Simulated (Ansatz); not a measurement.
I need the interaction energy of a dimer with the counterpoise correction of CH₄OSi, SMILES C[Si]O. Use the Python package of Ansatz (0.2.0). Level of theory (for the species named): MP2, def2-SVPD basis, multiplicity 1.

```xyz
7

C    -0.6779    0.4529   -0.2995
Si    1.0462    0.0809   -0.5784
O     1.5327   -1.2015    0.3228
H    -1.2992   -0.3359   -0.5722
H    -1.0290    1.3420   -0.9454
H    -0.9206    0.7742    0.7324
H     1.4092   -1.1806    1.2947
```

`ch4osi.py`:
```python
"""Binding of a CH4OSi dimer at a trial geometry."""

from dataclasses import dataclass
import logging
import sys

import ansatz as az

logging.basicConfig(stream=sys.stdout, format="%(levelname)s:%(name)s:%(message)s")
log = logging.getLogger("ansatz_job")
log.setLevel(logging.INFO)


@dataclass
class RunConfig:
    basis: str = "def2-SVPD"
    level: str = "mp2"


settings = RunConfig()

FIRST = [
    ("C", (-0.6867, 0.4626, -0.293)),
    ("Si", (1.0374, 0.0906, -0.5719)),
    ("O", (1.5239, -1.1918, 0.3293)),
    ("H", (-1.308, -0.3262, -0.5657)),
    ("H", (-1.0378, 1.3517, -0.9389)),
    ("H", (-0.9294, 0.7839, 0.7389)),
    ("H", (1.4004, -1.1709, 1.3012)),
]
SECOND = [
    ("C", (-0.9312, -2.6374, 3.3476)),
    ("Si", (-0.8671, -3.5001, 1.7854)),
    ("O", (-2.249, -3.2826, 0.9272)),
    ("H", (-1.0284, -1.6088, 3.2247)),
    ("H", (0.0459, -2.7721, 3.946)),
    ("H", (-1.711, -3.0012, 4.0451)),
    ("H", (-3.1095, -3.5143, 1.3347)),
]

def energy(atoms, ghosts=()):
    molecule = az.Crystal.molecule()
    for symbol, xyz in atoms:
        molecule = molecule.atom(symbol, xyz)
    calc = (
        molecule.calculation()
        .basis(gaussian=settings.basis)
        .correlation(settings.level, electrons="valence")
        .accuracy("high")
        .scf(lower_state_search="off")
    )
    deck = calc.input()
    if ghosts:
        deck = deck.set(az.key.basis.gaussian.ghost_atoms, [{"symbol": s, "position_ang": list(xyz)} for s, xyz in ghosts])
    return az.Session.from_dict(deck).plan().execute().report["free_energy_ev"]

# ghost atoms carry the functions of the partner
both = energy(FIRST + SECOND)
alone = energy(FIRST) + energy(SECOND)
ghosted = energy(FIRST, SECOND) + energy(SECOND, FIRST)
log.info(f"dimer {both:.6f} eV")
log.info(f"interaction, uncorrected   {96.485332 * (both - alone):8.3f} kJ/mol")
log.info(f"interaction, counterpoise  {96.485332 * (both - ghosted):8.3f} kJ/mol")
log.info(f"basis-set superposition    {96.485332 * (alone - ghosted):8.3f} kJ/mol")
```

`python ch4osi.py` gives:
```text
INFO:ansatz_job:dimer -21999.760897 eV
INFO:ansatz_job:interaction, uncorrected     -5.461 kJ/mol
INFO:ansatz_job:interaction, counterpoise     2.061 kJ/mol
INFO:ansatz_job:basis-set superposition       7.522 kJ/mol
```

Uncorrected it is -5.461 kJ/mol, with the counterpoise correction 2.061 kJ/mol; the difference, 7.52 kJ/mol, is the superposition error. The sign changes with the correction, so this basis doesn't settle it.

The settings weren't tested for convergence. The dimer is a generated trial pose of unrelaxed monomers, not a minimum, so the figure is no binding energy, and the basis set is small. Wall time of the script: 81 s on 1 thread of Arm Neoverse V1 (shared host), peak memory 0.94 GiB.

(Lines on the test bed's own set-up are left out of the output.)
